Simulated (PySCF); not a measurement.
# BrCl₄: relaxation and vibrations of the doublet

The task is one start of a wider search on BrCl₄: the doublet, from a square planar start. It is relaxed, tested by its Hessian and followed downhill if it is a saddle.

The runs use PySCF 2.14.0; PBE, basis Br def2-SVP, Cl def2-SVP, no relativity, density fitting.

### Step 1. Starting geometry

5 atoms, charge 0, spin multiplicity 2.

Bond lengths: Br1–Cl2 2.130 Å, Br1–Cl3 2.130 Å, Br1–Cl4 2.130 Å, Br1–Cl5 2.130 Å. Angles: Cl2–Br1–Cl3 90.0°, Cl2–Br1–Cl4 180.0°, Cl2–Br1–Cl5 90.0°, Cl3–Br1–Cl4 90.0°, Cl3–Br1–Cl5 180.0°, Cl4–Br1–Cl5 90.0°.

```xyz
5
charge 0 multiplicity 2
Br    0.0000    0.0000    0.0000
Cl    2.1300    0.0000    0.0000
Cl    0.0000    2.1300    0.0000
Cl   -2.1300    0.0000    0.0000
Cl    0.0000   -2.1300    0.0000
```

### Step 2. First SCF at the start

One driver script runs all steps and calls PySCF; scf.py shows how it sets up the SCF of each step. The optimiser is the driver's own. After this first run the driver tries any further starts and a stability analysis.

scf.py

```python
from pyscf import gto, scf, dft
mol = gto.M(atom='''
Br     0.000000     0.000000     0.000000
Cl     2.130000     0.000000     0.000000
Cl     0.000000     2.130000     0.000000
Cl    -2.130000     0.000000     0.000000
Cl    -0.000000    -2.130000     0.000000''',
    basis={'Br': 'def2-SVP', 'Cl': 'def2-SVP'},
    charge=0, spin=1)
mf = dft.UKS(mol, xc='PBE')
mf.grids.atom_grid = (50, 194)
aux = {'Br': 'def2-universal-JKFIT', 'Cl': 'def2-universal-JKFIT'}
mf = mf.density_fit(auxbasis=aux)
mf.conv_tol = 1e-08
mf.diis_space = 10
mf.max_cycle = 60
mf.init_guess = 'minao'
mf.verbose = 4
mf.kernel()
```

Started as:

```bash
OMP_NUM_THREADS=2 python axn.py task.json out
```

Standard output:

```text
init E= -4412.5748567486
[... the frontier-level lines of each cycle are left out ...]
cycle= 1 E= -4412.56086361131  delta_E= 0.014  |g|= 0.585  |ddm|= 2.34
cycle= 2 E= -4411.86749927624  delta_E= 0.693  |g|= 1.35  |ddm|= 2.41
cycle= 3 E= -4412.73927492568  delta_E= -0.872  |g|= 0.0721  |ddm|=  1.9
cycle= 4 E= -4412.74160884031  delta_E= -0.00233  |g|= 0.0272  |ddm|= 0.105
cycle= 5 E= -4412.74197571089  delta_E= -0.000367  |g|= 0.00286  |ddm|= 0.0345
cycle= 6 E= -4412.74197773755  delta_E= -2.03e-06  |g|= 0.00139  |ddm|= 0.00294
cycle= 7 E= -4412.74197872506  delta_E= -9.88e-07  |g|= 8.42e-05  |ddm|= 0.00147
cycle= 8 E= -4412.74197872714  delta_E= -2.08e-09  |g|= 1.77e-05  |ddm|= 9.56e-05
Extra cycle  E= -4412.74197872679  delta_E= 3.55e-10  |g|= 3.3e-05  |ddm|= 7.15e-05
converged SCF energy = -4412.74197872679  <S^2> = 0.75043689  2S+1 = 2.0004368
```

This step, with its further starts and checks, needed 45 s of wall time on 2 threads, shared host.

The test of internal stability found no lower solution of this spin.

### Step 3. Relaxing the doublet from the square planar start

The program finds D4h symmetry in the start, which this walk keeps.

scf.py, as its differences from that of step 2:

```diff
@@ -3,2 +3,2 @@
-Br     0.000000     0.000000     0.000000
-Cl     2.130000     0.000000     0.000000
+Br    -0.000000     0.000000     0.000000
+Cl     2.130000    -0.000000    -0.000000
@@ -7 +7 @@
-Cl    -0.000000    -2.130000     0.000000''',
+Cl    -0.000000    -2.130000    -0.000000''',
@@ -17 +16,0 @@
-mf.init_guess = 'minao'
```

Steps of the walk:

```tsv
step	energy (Eh)	change (kJ/mol)	largest symmetric gradient (Eh/bohr)
0	-4412.741979	0.00	0.08373
1	-4412.795398	-140.25	0.03215
2	-4412.807564	-172.19	0.01293
3	-4412.810436	-179.74	0.00340
4	-4412.810681	-180.38	0.00048
5	-4412.810686	-180.39	0.00002
```

The walk took 59 s.

Geometry (Å) and forces (eV/Å) at some steps:

```
step 0
Br   0.000   0.000   0.000   0.000   0.000   0.000
Cl   2.130   0.000   0.000   4.305   0.000   0.000
Cl   0.000   2.130   0.000   0.000   4.305   0.000
Cl  -2.130   0.000   0.000  -4.305   0.000   0.000
Cl   0.000  -2.130   0.000   0.000  -4.305   0.000
step 1
Br   0.000   0.000   0.000   0.002  -0.003   0.000
Cl   2.257   0.000   0.000   1.653   0.000   0.000
Cl   0.000   2.257   0.000   0.000   1.655   0.000
Cl  -2.257   0.000   0.000  -1.654   0.000   0.000
Cl   0.000  -2.257   0.000   0.000  -1.652   0.000
step 3
Br   0.000   0.000   0.000   0.000   0.000   0.000
Cl   2.378   0.000   0.000   0.175   0.000   0.000
Cl   0.000   2.378   0.000   0.000   0.174   0.000
Cl  -2.378   0.000   0.000  -0.175   0.000   0.000
Cl   0.000  -2.378   0.000   0.000  -0.175   0.000
step 5
Br   0.000   0.000   0.000   0.000   0.000   0.000
Cl   2.397   0.000   0.000   0.001   0.000   0.000
Cl   0.000   2.397   0.000   0.000   0.001   0.000
Cl  -2.397   0.000   0.000  -0.001   0.000   0.000
Cl   0.000  -2.397   0.000   0.000  -0.001   0.000
```

It settles in D4h symmetry, 180.4 kJ/mol below the start, after 5 steps: Br–Cl 2.397 Å (×4); Cl–Br–Cl 90.0° (×4), Cl–Br–Cl 180.0° (×2).

### Step 4. Vibrations and properties at this point

The point is checked on the finer grid, and tightened if its gradient asks for it. The Hessian and the dipole derivatives come from central differences of analytic gradients, with steps of 0.01 bohr.

scf.py, as its differences from that of step 3:

```diff
@@ -3,5 +3,5 @@
-Br    -0.000000     0.000000     0.000000
-Cl     2.130000    -0.000000    -0.000000
-Cl     0.000000     2.130000     0.000000
-Cl    -2.130000     0.000000     0.000000
-Cl    -0.000000    -2.130000    -0.000000''',
+Br    -0.000000    -0.000000     0.000000
+Cl     2.397160     0.000000    -0.000000
+Cl    -0.000000     2.397160     0.000000
+Cl    -2.397160    -0.000000     0.000000
+Cl     0.000000    -2.397160    -0.000000''',
@@ -11 +11 @@
-mf.grids.atom_grid = (50, 194)
+mf.grids.atom_grid = (75, 302)
@@ -14 +13,0 @@
-mf.conv_tol = 1e-08
```

The driver hands on the density of the step before, so the log starts near convergence.

Log of the central SCF (cycles and frontier levels):

```text
init E= -4412.81065904002
[... the frontier-level lines of each cycle are left out ...]
cycle= 1 E= -4412.81065904002  delta_E= -6.37e-12  |g|= 3.9e-06  |ddm|= 9.98e-06
Extra cycle  E= -4412.81065903931  delta_E= 7.1e-10  |g|= 2.79e-05  |ddm|= 7.12e-05
converged SCF energy = -4412.81065903931  <S^2> = 0.75031158  2S+1 = 2.0003116
```

The whole step took 2.4 min.

Geometry: D4h; Br–Cl 2.397 Å (×4); Cl–Br–Cl 90.0° (×4), Cl–Br–Cl 180.0° (×2).

Harmonic modes (main isotopes):

```csv
symmetry,ω (cm⁻¹),IR (km/mol)
b2u,53,0.0
a2u,100,2.8
eu,127,2.2
b2g,140,0.0
b1g,228,0.0
a1g,256,0.0
eu,272,96.0
```

All wavenumbers are real: a minimum.

Properties at this point:

```
Dipole moment                                                   : 0.00 D
Highest occupied level                                          : -7.33 eV
Lowest empty level                                              : -7.29 eV
Rotational constants                                            : 0.04195, 0.04195, 0.02097 cm⁻¹
Zero-point energy                                               : 9.4 kJ/mol
Principal polarisabilities                                      : 29.2, 137.6, 137.6 bohr³
Atomisation energy without zero-point energy                    : 565 kJ/mol
Principal traceless quadrupole moments about the centre of mass : -1.96, -1.95, 3.91 D Å
Entropy at 298.15 K and 1 bar (electronic part: spin only)      : 390.0 J/(mol K)
Heat capacity Cp at 298.15 K                                    : 103.1 J/(mol K)
Enthalpy at 298.15 K above 0 K                                  : 24.37 kJ/mol
Rotational symmetry number                                      : 8
Spin squared ⟨S²⟩                                               : 0.750
```

Charges (e) and bond orders:

```json
{"atom": "Br1", "Mulliken": "0.50", "Löwdin": "0.44", "polar tensor": "1.13", "spin (Mulliken)": "0.20", "Mayer order to Br1": "–"}
{"atom": "Cl2,3,4,5", "Mulliken": "-0.12", "Löwdin": "-0.11", "polar tensor": "-0.28", "spin (Mulliken)": "0.20", "Mayer order to Br1": "0.66"}
```

Mulliken populations on Br1: s 8.00, p 16.28, d 10.22.

### Step 5. Density, ELF and potential

The plane holds Br1 at (0.00, 0.00), Cl2 at (2.40, 0.00), Cl3 at (0.00, 2.40), Cl4 at (-2.40, 0.00), Cl5 at (0.00, -2.40) Å. Columns run from x = -4.35 to 4.65 Å, rows from y = 4.65 (top) to -4.35 Å, in steps of 0.3 Å.

Density (cut at 5 e/Å³):

Ten steps from '0' (0.000 e/Å³) to '9' (5.000 e/Å³), finer at the low end (step k begins (100^(k/10) - 1)/99 of the way up):
```
0000000000000000000000000000000
0000000000000000000000000000000
0000000000000011000000000000000
0000000000001222210000000000000
0000000000112344321100000000000
0000000000134666643100000000000
0000000001246788764210000000000
0000000001247899874210000000000
0000000001247899874210000000000
0000000001246788764210000000000
0000011111234666643211111000000
0001122222123455432122222110000
0001344443223455432234444310000
0012467764334666643346776421000
0023678876446799764467887632000
0124689986556999965568998642100
0124689986556999965568998642100
0023678876446799764467887632000
0012467764334666643346776421000
0001344443223455432234444310000
0001122222123455432122222110000
0000011111234666643211111000000
0000000001246788764210000000000
0000000001247899874210000000000
0000000001247899874210000000000
0000000001246788764210000000000
0000000000134666643100000000000
0000000000112344321100000000000
0000000000001222210000000000000
0000000000000011000000000000000
0000000000000000000000000000000
```

ELF (0 where the density is under 0.005 e/Å³):

Ten even steps from '0' (0.00) to '9' (0.91):
```
0000000000000000000000000000000
0000000000000000000000000000000
0000000000012222221000000000000
0000000000234455443200000000000
0000000002567788776520000000000
0000000014689988998641000000000
0000000026899711799862000000000
0000000016899199199861000000000
0000000003799199199730000000000
0000121000489711798400012100000
0002466300147888874100366420000
0025688741013455431014788652000
0136899984112455421148999863100
0247999997325644652379999974200
0247971178446233264487117974200
0258819918554366345581991885200
0258819918554366345581991885200
0247971178446233264487117974200
0247999997325644652379999974200
0136899984112455421148999863100
0025688741013455431014788652000
0002466300147888874100366420000
0000121000489711798400012100000
0000000003799199199730000000000
0000000016899199199861000000000
0000000026899711799862000000000
0000000014689988998641000000000
0000000002567788776520000000000
0000000000234455443200000000000
0000000000012222221000000000000
0000000000000000000000000000000
```

Highest occupied orbital at -7.33 eV (sign arbitrary; one member if degenerate):

Ten even steps from '0' (-0.37 Å^-3/2) to '9' (0.37 Å^-3/2):
```
5555555555555554444444444444445
5555555555555554444444444444455
4555555555555554444444444444555
4455555555555554444444444445555
4445555555556554434444444455555
4444555555667754223344444555555
4444455555678863112344445555555
4444445555679918002344455555555
4444444555679918002344555555555
4444444455678863112345555555555
4444444445566754233455555555555
4444333334555554444556666655555
4444322223455554445567777655555
4443210013445554455568998765555
4444210012444454455578998755555
4444438834444455555556116555555
5555561165555544444443883444444
5555789987555545544421001244444
5556789986554445544431001234444
5555677776544445554432222344444
5555666665444445555443333344444
5555555554433245766544444444444
5555555544321136887654444444444
5555555444320081997655444444444
5555554444320081997655544444444
5555544444321136887655554444444
5555444444332245776655555444444
5554444444443445565555555544444
5544444444444445555555555554444
5444444444444445555555555555444
4444444444444445555555555555544
```

Along Br1–Cl2 (2.397 Å) the density is least, 0.50 e/Å³, about 1.20 Å from Br1; ELF there is 0.44.

Values on the line from Br1 (at 0) through Cl2 (at 2.397 Å):

```tsv
distance (Å)	density (e/Å³)	ELF	electrostatic potential (V)	spin density (e/Å³)
-0.84	0.947	0.545	27.7	-0.00133
-0.60	2.23	0.165	68.3	-0.000865
-0.36	25.6	0.701	216	-0.000311
-0.12	352	0.405	1.92e+03	-0.011
0.24	91.8	0.73	527	-0.00855
0.48	6.29	0.318	114	2.92e-05
0.72	1.33	0.349	42.8	-0.00127
0.96	0.702	0.577	18.8	-0.00124
1.20	0.503	0.438	11.4	-0.00107
1.44	0.698	0.677	13.7	-0.00149
1.68	1.32	0.738	31	-0.00225
1.92	2.22	0.104	88.3	-0.00153
2.16	38.4	0.846	330	0.00102
2.52	172	0.546	1.06e+03	0.00216
2.76	6.29	0.232	158	-0.00133
3.00	1.62	0.478	50.3	-0.00417
3.24	0.812	0.811	17.5	-0.00303
3.48	0.311	0.716	6.45	-0.00125
3.72	0.117	0.499	2.5	-0.000403
```

Making the fields took 12 s.

### Step 6. What came out

| quantity | value |
| --- | --- |
| minimum | doublet, D4h |
| geometry | Br–Cl 2.397 Å (×4); Cl–Br–Cl 90.0° (×4), Cl–Br–Cl 180.0° (×2) |
| wavenumbers (cm⁻¹) | 53 (b2u), 100 (a2u), 127 (eu), 140 (b2g), 228 (b1g), 256 (a1g), 272 (eu) |
| dipole moment | 0.00 D |
| highest occupied, lowest empty level (either spin) | -7.33, -7.29 eV |
| polar-tensor charge of Br1 | +1.13 e |
| zero-point energy | 9.4 kJ/mol |
| entropy at 298.15 K | 390.0 J/(mol K) |
| atomisation energy (no zero-point energy) | 565 kJ/mol |
| ⟨S²⟩ | 0.750 |

The molecule stays D4h, as typed, and the end point is a minimum. The strongest infrared band lies at 272 cm⁻¹ (eu, stretch). Br1 has a polar-tensor charge of +1.1 e (a dipole derivative, not a static charge), yet symmetry cancels the bond dipoles. Other starts or spin states, not run here, may lie lower. Modes under about 90 cm⁻¹ are uncertain by tens of cm⁻¹.

The search up to here needed 4.1 min of wall time on 2 threads, shared host.
